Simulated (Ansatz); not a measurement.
Debugging relaxations under a series of pressures of H4BrN, space group P-43m (the Python package of Ansatz (0.2.0)).

`h4brn.py`
```python
# -*- coding: utf-8 -*-
"""Volume and enthalpy of H4BrN against pressure."""

import ansatz as az
import numpy as np
import pandas as pd

def edges_and_angles(cell):
    cell = np.asarray(cell)
    a, b, c = np.linalg.norm(cell, axis=1)
    cosines = cell[1] @ cell[2] / (b * c), cell[0] @ cell[2] / (a * c), cell[0] @ cell[1] / (a * b)
    return (a, b, c, *np.degrees(np.arccos(cosines)))

system = (
    az.Lattice.cubic(4.0)
    .space_group(215)
    .atom("H", (0.148, 0.148, 0.148))
    .atom("Br", (0.5, 0.5, 0.5))
    .atom("N", (0.0, 0.0, 0.0))
)

model = (
    system.calculation()
    .functional("lda")
    .basis(41 * az.Ry)
    .kpoints(4, 4, 4)
    .occupations("Fermi-Dirac", width=0.01)
)

# H = F + PV, with 1 GPa A^3 = 1/160.21766 eV
rows = []
for pressure in [0, 10, 20, 30, 40]:
    result = model.relax(cell=True, pressure=pressure, force_tolerance=1e-09, max_steps=30).run(threads=1)
    cell = result.lattice.cell_ang
    n_atoms = len(result.lattice.sites)
    volume = abs(np.linalg.det(cell)) / n_atoms
    enthalpy = result.report["free_energy_ev"] / n_atoms + pressure * volume / 160.21766
    rows.append((pressure, volume, enthalpy, *edges_and_angles(cell)))
    print(f"{pressure} GPa done: {volume:.4f} A^3/atom")

table = pd.DataFrame(rows, columns=["P_GPa", "V_A3_atom", "H_eV_atom", "a", "b", "c", "alpha", "beta", "gamma"])
print(table.round(4).to_string(index=False))
p, v = np.array([row[0] for row in rows], float), np.array([row[1] for row in rows])
print("mean bulk modulus between rows (GPa):", np.round(-np.diff(p) / np.diff(np.log(v)), 1))
```

Running `python h4brn.py` prints:
```text
Traceback (most recent call last):
  File "h4brn.py", line 33, in <module>
    result = model.relax(cell=True, pressure=pressure, force_tolerance=1e-09, max_steps=30).run(threads=1)
  ...
ansatz.NonConvergedError: variable-cell relaxation did not converge after 30 steps: max|allowed force component| = 1.50e-7 eV/Å (threshold 1.0e-9), largest principal stress residual = 3.82e-6 GPa on the free part of the cell (threshold 5.0e-2). Raise `relax.max_steps` over both its present limit and 30, loosen the thresholds, or start from a cell closer to the target (`relax.cell.p_target` or `relax.cell.sigma_target`). Where this run's directory can be resumed (`checkpoint.write`), a resume goes on for up to `relax.max_steps` more
The last result that the run could keep is in <dir> where next_state_free_energy_ev on a file's second line is a number, the run has left its state, where lower_state_in_no_save there is true it has gone on to a lower one that no save has, where lower_state_not_kept there is true it has shown a lower one that it does not keep, where withdrawn there is true it has taken that telling back, where relaxation_convergence_pending there is true the relaxation had not been seen to end on it, where checkpoint_pending there is true a resume need not go on from it, and where ended_on there is non_converged, with further_exchange_loops ahead (goes_on_to, as later_telling there has it, where it stands), the run gives no result, that one neither; one whose goes_on_to is unconverged_end is of a structure not shown to be relaxed.
```
(Library frames cut from the traceback.)

Why does it end like this?

The fault: force tolerance out of reach. The correction:

```diff
--- before
+++ after
@@ -32,3 +32,3 @@
 for pressure in [0, 10, 20, 30, 40]:
-    result = model.relax(cell=True, pressure=pressure, force_tolerance=1e-09, max_steps=30).run(threads=1)
+    result = model.relax(cell=True, pressure=pressure, force_tolerance=0.02, max_steps=30).run(threads=1)
     cell = result.lattice.cell_ang
```

With that change:

```console
$ python h4brn.py
0 GPa done: 9.8144 A^3/atom
10 GPa done: 8.0011 A^3/atom
20 GPa done: 7.1876 A^3/atom
30 GPa done: 6.6597 A^3/atom
40 GPa done: 6.2784 A^3/atom
 P_GPa  V_A3_atom  H_eV_atom      a      b      c  alpha  beta  gamma
     0     9.8144  -522.2791 3.8905 3.8905 3.8905   90.0  90.0   90.0
    10     8.0011  -521.7346 3.6344 3.6344 3.6344   90.0  90.0   90.0
    20     7.1876  -521.2630 3.5068 3.5068 3.5068   90.0  90.0   90.0
    30     6.6597  -520.8318 3.4188 3.4188 3.4188   90.0  90.0   90.0
    40     6.2784  -520.4285 3.3522 3.3522 3.3522   90.0  90.0   90.0
mean bulk modulus between rows (GPa): [ 49.   93.3 131.1 169.6]
```

Caveats:
- Total energies depend on the potentials; only differences at equal settings carry meaning.
- At a fixed pressure a relaxation lowers the enthalpy F + PV, while F alone can rise.
- The starting cell is as deposited in a crystallographic database; the results hold for this polymorph, which needn't be the stable one.
- Symmetry holds the cell in this phase, whether or not it is the stable one at each pressure.
- Hardware and time: 39 s on 1 thread of Arm Neoverse V1, on a shared host, peak memory 0.42 GiB.

(A comment or docstring line of the script was reworded after the run, the code is as it ran; lines on the test bed's own set-up are left out of the output.)
